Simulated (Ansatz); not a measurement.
# ClF3H2MoO2: a ladder of functionals and wavefunction methods

One table from this session's results is given with a row withheld; the runs are named, their logs left out.

Method: functionals in def2-TZVPP, the program's frozen cores in correlated methods; program: Ansatz 0.2.0, Gaussian basis.

The runs, in order: LDA (SPW92), PBE-D4, revPBE-D4, BLYP-D4, r2SCAN-D4, B97M-V, PBE0-D4, B3LYP-D4, r2SCANh-D4, r2SCAN0-D4, HSE06-D4, BHLYP-D4, CAM-B3LYP-D4, LC-ωPBE, ωB97X-V, ωB97M-V, B2PLYP, PBE-QIDH; CCSD(T)/def2-SVP; MP2/def2-TZVPP; MP2/def2-QZVPP; RPA on PBE.

## The relaxed structure

All runs share one geometry, relaxed beforehand with PBE0-D4 in a triple-zeta def2 set. Mo takes the def2 core potential; no spin-orbit term is included.

SMILES `[OH][Mo]([OH])([F])([F])([F])[Cl]`, 9 atoms, charge 0, spin multiplicity 1.

Atoms are counted from 1 here; the program's logs count them from 0.

Bond lengths: O1–Mo2 1.846 Å, O1–H8 0.964 Å, Mo2–O3 1.832 Å, Mo2–F4 1.857 Å, Mo2–F5 1.841 Å, Mo2–F6 1.866 Å, Mo2–Cl7 2.270 Å, O3–H9 0.963 Å. Angles: Mo2–O1–H8 123.8°, O1–Mo2–O3 93.6°, O1–Mo2–F4 83.1°, O1–Mo2–F5 166.9°, O1–Mo2–F6 95.8°, O1–Mo2–Cl7 92.0°, O3–Mo2–F4 167.2°, O3–Mo2–F5 99.5°, O3–Mo2–F6 83.0°, O3–Mo2–Cl7 93.4°, F4–Mo2–F5 84.4°, F4–Mo2–F6 85.0°, F4–Mo2–Cl7 99.2°, F5–Mo2–F6 87.0°, F5–Mo2–Cl7 86.0°, F6–Mo2–Cl7 171.5°, Mo2–O3–H9 128.2°.

Geometry (Å):

```
O    -0.3503   -1.5340    0.3968
Mo    0.0488    0.1523   -0.2395
O     1.0582    0.5921    1.2247
F    -1.2926   -0.2362   -1.4628
F     0.2433    1.7000   -1.2178
F    -1.2961    1.0350    0.7063
Cl    1.8362   -0.6222   -1.4050
H    -0.9303   -2.1549   -0.0578
H     0.7715    1.0214    2.0380
```

The first run:

Contents of in.yaml:

```yaml
crystal:
  periodic: [false, false, false]
  atoms:
    - {symbol: O, position_ang: [-0.350338, -1.533964, 0.396847]}
    - {symbol: Mo, position_ang: [0.048824, 0.152323, -0.239491]}
    - {symbol: O, position_ang: [1.058178, 0.592109, 1.224682]}
    - {symbol: F, position_ang: [-1.292588, -0.236185, -1.462791]}
    - {symbol: F, position_ang: [0.243254, 1.700034, -1.217760]}
    - {symbol: F, position_ang: [-1.296081, 1.034982, 0.706323]}
    - {symbol: Cl, position_ang: [1.836155, -0.622212, -1.405020]}
    - {symbol: H, position_ang: [-0.930313, -2.154859, -0.057785]}
    - {symbol: H, position_ang: [0.771507, 1.021370, 2.037997]}
basis:
  gaussian: {orbitals: def2-TZVPP}
hamiltonian: {xc: lda}
output: {orbitals: {seedname: orbitals}}
```

Started as:

```console
$ ansatz run in.yaml --threads 4 --pin off --events-out ev --progress --plain --max-ram 11315MiB
```

Steps of the session up to this table: LDA; PBE-D4 (GGA); revPBE-D4 (GGA); BLYP-D4 (GGA); r2SCAN-D4 (meta-GGA); B97M-V (meta-GGA); B3LYP-D4 (hybrid); r2SCANh-D4 (hybrid); r2SCAN0-D4 (hybrid); HSE06-D4 (hybrid); BHLYP-D4 (hybrid); CAM-B3LYP-D4 (range-separated); LC-ωPBE (range-separated); ωB97X-V (range-separated); ωB97M-V (range-separated); B2PLYP (double hybrid); PBE-QIDH (double hybrid).

One of the session's tables, all rows but one given; the rest of the session is left out.

It belongs to the step «Orbital energies across the functionals». 

```
  functional  HOMO (eV)  LUMO (eV)  gap (eV)
 LDA (SPW92)      -8.20      -5.40      2.80
      PBE-D4      -8.00      -5.19      2.82
   revPBE-D4      -7.93      -5.10      2.83
     BLYP-D4      -7.87      -5.12      2.76
   r2SCAN-D4      -8.41      -5.32      3.09
      B97M-V      -8.50      -5.33      3.16
     PBE0-D4      -9.53      -4.74      4.79
    B3LYP-D4      -9.26      -4.93      4.33
  r2SCANh-D4      -8.97      -5.13      3.84
  r2SCAN0-D4      -9.81      -4.81      4.99
    HSE06-D4      -9.13      -5.11      4.02
    BHLYP-D4     -10.93      -4.13      6.80
CAM-B3LYP-D4     -10.91      -3.77      7.14
     LC-ωPBE     -12.26      -2.65      9.60
     ωB97X-V          ?          ?         ?
     ωB97M-V     -11.77      -2.71      9.07
```

**Question.** Estimate the row for ωB97X-V.

The run gave: HOMO (eV): -11.90; LUMO (eV): -2.71; gap (eV): 9.19. In the column «HOMO (eV)» it lies between LC-ωPBE (-12.26) and ωB97M-V (-11.77).
